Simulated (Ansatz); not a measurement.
This script for a rigid scan of one bond length of Al2H4Se, SMILES [AlH2][AlH][SeH] with Ansatz 0.2.0, Python API holds a mistake.

Script `scan_al2h4se.py`:
```python
"""Stretching a bond of Al2H4Se, the rest held rigid."""

import ansatz
import numpy as np

geometry_ang = [
    ("Al", (-1.4275, 0.4396, -0.7197)),
    ("Al", (0.7576, 0.4306, 0.3524)),
    ("Se", (2.1842, -1.4437, -0.008)),
    ("H", (-1.8644, -0.719, -1.6636)),
    ("H", (-2.4464, 1.7228, -0.5166)),
    ("H", (1.2258, 1.659, 1.2853)),
    ("H", (1.632, -2.1572, 1.2247)),
]
geometry = ansatz.Crystal.molecule()
for symbol, xyz in geometry_ang:
    geometry = geometry.atom(symbol, xyz)

symbols = [site.symbol for site in geometry.cartesian_sites]
start = np.array([site.position_ang for site in geometry.cartesian_sites])
axis = (start[5] - start[1]) / np.linalg.norm(start[5] - start[1])
moving = [5]
lengths, energies = [1.37, 1.48, 1.61, 1.77, 2.01, 2.42, 2.9, 3.55], []
for length in lengths:
    xyz = start.copy()
    xyz[moving] += (length - np.linalg.norm(start[5] - start[1])) * axis
    point = ansatz.Crystal.molecule()
    for symbol, place in zip(symbols, xyz):
        point = point.atom(symbol, place.tolist())
    calculation = (
        point.calculation()
        .basis(gaussian="def2-SVP")
        .functional("hf")
        .charge(1)
        .spin("collinear")
    )
    r = calculation.run(threads=1).report
    energies.append(r["free_energy_ev"])
    print(f"r = {length:6.3f} A  E = {energies[-1]:.5f} eV  <S^2> = {abs(r['mean_field']['state']['spin_squared']):.3f}")

print("energy above the lowest point (eV):", [round(e - min(energies), 3) for e in energies])
```

`python scan_al2h4se.py` gives:
```text
r =  1.370 A  E = -78511.61448 eV  <S^2> = 0.769
r =  1.480 A  E = -78511.94053 eV  <S^2> = 0.769
r =  1.610 A  E = -78511.99448 eV  <S^2> = 0.769
r =  1.770 A  E = -78511.76542 eV  <S^2> = 0.771
r =  2.010 A  E = -78511.14362 eV  <S^2> = 0.815
r =  2.420 A  E = -78510.67504 eV  <S^2> = 0.811
r =  2.900 A  E = -78510.59196 eV  <S^2> = 0.761
r =  3.550 A  E = -78510.56131 eV  <S^2> = 0.751
energy above the lowest point (eV): [0.38, 0.054, 0.0, 0.229, 0.851, 1.319, 1.403, 1.433]
```

The script ran to its end, but the result can't be trusted. Why?

The fault: the net charge is wrong for this system. Mended:

`scan_al2h4se.py`:
```python
"""Stretching a bond of Al2H4Se, the rest held rigid."""

import ansatz
import numpy as np

geometry_ang = [
    ("Al", (-1.4275, 0.4396, -0.7197)),
    ("Al", (0.7576, 0.4306, 0.3524)),
    ("Se", (2.1842, -1.4437, -0.008)),
    ("H", (-1.8644, -0.719, -1.6636)),
    ("H", (-2.4464, 1.7228, -0.5166)),
    ("H", (1.2258, 1.659, 1.2853)),
    ("H", (1.632, -2.1572, 1.2247)),
]
geometry = ansatz.Crystal.molecule()
for symbol, xyz in geometry_ang:
    geometry = geometry.atom(symbol, xyz)

symbols = [site.symbol for site in geometry.cartesian_sites]
start = np.array([site.position_ang for site in geometry.cartesian_sites])
axis = (start[5] - start[1]) / np.linalg.norm(start[5] - start[1])
moving = [5]
lengths, energies = [1.37, 1.48, 1.61, 1.77, 2.01, 2.42, 2.9, 3.55], []
for length in lengths:
    xyz = start.copy()
    xyz[moving] += (length - np.linalg.norm(start[5] - start[1])) * axis
    point = ansatz.Crystal.molecule()
    for symbol, place in zip(symbols, xyz):
        point = point.atom(symbol, place.tolist())
    calculation = (
        point.calculation()
        .basis(gaussian="def2-SVP")
        .functional("hf")
        .spin("collinear")
    )
    r = calculation.run(threads=1).report
    energies.append(r["free_energy_ev"])
    print(f"r = {length:6.3f} A  E = {energies[-1]:.5f} eV  <S^2> = {abs(r['mean_field']['state']['spin_squared']):.3f}")

print("energy above the lowest point (eV):", [round(e - min(energies), 3) for e in energies])
```

With that change:

```console
$ python scan_al2h4se.py
r =  1.370 A  E = -78519.45312 eV  <S^2> = 0.000
r =  1.480 A  E = -78519.80601 eV  <S^2> = 0.000
r =  1.610 A  E = -78519.89518 eV  <S^2> = 0.000
r =  1.770 A  E = -78519.71186 eV  <S^2> = 0.000
r =  2.010 A  E = -78519.14124 eV  <S^2> = 0.000
r =  2.420 A  E = -78517.98550 eV  <S^2> = 0.229
r =  2.900 A  E = -78517.36659 eV  <S^2> = 0.758
r =  3.550 A  E = -78517.15709 eV  <S^2> = 0.956
energy above the lowest point (eV): [0.442, 0.089, 0.0, 0.183, 0.754, 1.91, 2.529, 2.738]
```

Notes:
- Total energies depend on the basis set; only differences at equal settings carry meaning.
- The rest of the molecule is held rigid at a force-field or estimated start geometry, and the basis set is modest; single-reference methods fail as a bond breaks.
- The expectation value of S² is noticeably off S(S+1) in at least one run, so that state is spin-contaminated.
- Hartree-Fock leaves correlation out, so bond, atomisation and ionisation energies come out well too low.
- Finished in 50 s on 1 thread of Arm Neoverse V2, with other jobs on the host, peak memory 0.33 GiB.
